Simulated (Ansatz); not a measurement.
# BHOF2 (difluorohydroxyborane): HF/STO-3G

What is the vertical singlet–triplet gap of BHOF2 (difluorohydroxyborane) at HF/STO-3G? 

Program for the calculation: Ansatz 0.2.0.

63 further runs of the same task are left out: 63 set aside as unsound or not needed.

### 1 The molecule

BHOF2: 5 atoms, total charge 0, spin state singlet. SMILES: `OB(F)F`. The shape is that of a PBE0-D4/def2-TZVP optimisation.

Bond lengths: O1–B2 1.345 Å, B2–F3 1.317 Å, B2–F4 1.327 Å, O1–H5 0.960 Å. Angles: O1–B2–F3 119.5°, O1–B2–F4 122.2°, F3–B2–F4 118.3°, B2–O1–H5 113.5°.

### 2 The energy at HF/STO-3G

File job.yaml:

```yaml
basis:
  gaussian:
    orbitals: STO-3G
crystal:
  periodic: [false, false, false]
  atoms:
    - {symbol: O, position_ang: [0.038630, 1.000750, 0.174310]}
    - {symbol: B, position_ang: [0.105760, -0.342460, 0.137210]}
    - {symbol: F, position_ang: [0.731030, -0.986880, 1.100700]}
    - {symbol: F, position_ang: [-0.439530, -1.051930, -0.843330]}
    - {symbol: H, position_ang: [-0.435890, 1.380520, -0.568880]}
total_charge: 0
hamiltonian:
  xc: hf
accuracy: high
output: {orbitals: {seedname: orbitals}}
```

On the command line:

```bash
$ ansatz run job.yaml --threads 1 --pin off --max-ram 3480MiB --events-out events.jsonl --progress --plain --runs-dir runs
```

The log of the run:

```text
Warning: RAYON_NUM_THREADS=1 ignored (pool sized by the plan → 1); use --threads N
Functional definition: HF
  name "HF"
  exchange = exact_x
  correlation = 0
393 factors; integrals over basis functions are off by at most 3.0e-8 eV
mean field evaluation 1: about -8025.5139 eV, gradient 2.9e1 eV
mean field evaluation 2: about -8025.5960 eV, gradient 2.9e1 eV
mean field evaluation 4: about -8028.3541 eV, gradient 1.2e0 eV
mean field evaluation 8: about -8028.3577 eV, gradient 3.9e-2 eV
mean field -8028.35769242 eV, -295.0367033801 hartree, gradient 1.8e-8 eV, S^2 0.000000; 0 other end points of the search recorded, 0 dependent functions left out
reference -8028.35769242 eV, -295.0367033801 hartree; 16, 16 occupied and 5, 5 virtual orbitals, 393 factors
Total energy: -8028.35769242 eV, -295.0367033801 hartree
```

Wall time 0.1 s (1 thread of Arm Neoverse V2, shared host).

### 3 The triplet

File input.yaml:

```yaml
crystal:
  periodic: [false, false, false]
  atoms:
    - symbol: O
      position_ang: [0.038630, 1.000750, 0.174310]
    - symbol: B
      position_ang: [0.105760, -0.342460, 0.137210]
    - symbol: F
      position_ang: [0.731030, -0.986880, 1.100700]
    - symbol: F
      position_ang: [-0.439530, -1.051930, -0.843330]
    - symbol: H
      position_ang: [-0.435890, 1.380520, -0.568880]
basis:
  gaussian:
    orbitals: STO-3G
magnetization:
  spin_polarized: true
  initial_magnetization: 2
hamiltonian:
  xc: hf
accuracy: high
output:
  orbitals: {seedname: orbitals}
```

On the command line:

```bash
$ ansatz run input.yaml --threads 1 --pin off --max-ram 3480MiB --events-out events.jsonl --progress --plain --runs-dir runs
```

The log of the run:

```text
Warning: RAYON_NUM_THREADS=1 ignored (pool sized by the plan → 1); use --threads N
Functional definition: HF
  name "HF"
  exchange = exact_x
  correlation = 0
393 factors; integrals over basis functions are off by at most 3.0e-8 eV
mean field evaluation 1: about -8017.0350 eV, gradient 1.7e1 eV
mean field evaluation 2: about -8017.1796 eV, gradient 1.7e1 eV
mean field evaluation 4: about -8019.3427 eV, gradient 1.6e0 eV
mean field evaluation 8: about -8019.3960 eV, gradient 6.1e-5 eV
mean field evaluation 16: about -8018.8024 eV, gradient 2.3e0 eV
mean field evaluation 32: about -8018.3420 eV, gradient 9.6e-2 eV
mean field evaluation 64: about -8017.8816 eV, gradient 3.4e-1 eV
mean field evaluation 96: about -8018.3436 eV, gradient 5.3e-2 eV
mean field -8019.39259991 eV, -294.7072423070 hartree, gradient 2.3e-8 eV, S^2 2.009247; 0 other end points of the search recorded, 0 dependent functions left out
reference -8019.39259991 eV, -294.7072423070 hartree; 17, 15 occupied and 4, 6 virtual orbitals, 393 factors
Total energy: -8019.39259991 eV, -294.7072423070 hartree
```

Run time: 0.22 s. Hardware: 1 thread of Arm Neoverse V2, shared host.

### 4 Summary of results

At HF/STO-3G:

| quantity | value |
| --- | --- |
| singlet: total energy | -295.03670 Eh |
| singlet: HOMO energy | -11.30 eV |
| singlet: LUMO energy | 9.89 eV |
| singlet: HOMO–LUMO gap | 21.19 eV |
| triplet: total energy | -294.70724 Eh |
| triplet: HOMO energy (highest over α and β) | -0.68 eV |
| triplet: LUMO energy (lowest over α and β) | 2.23 eV |
| triplet: ⟨S²⟩ | 2.009 |
| vertical energy of the triplet above the singlet | 8.965 eV |

At this shape the triplet lies 8.97 eV (207 kcal/mol) above the singlet. In a minimal basis such a difference can be off by several eV, whatever the method.
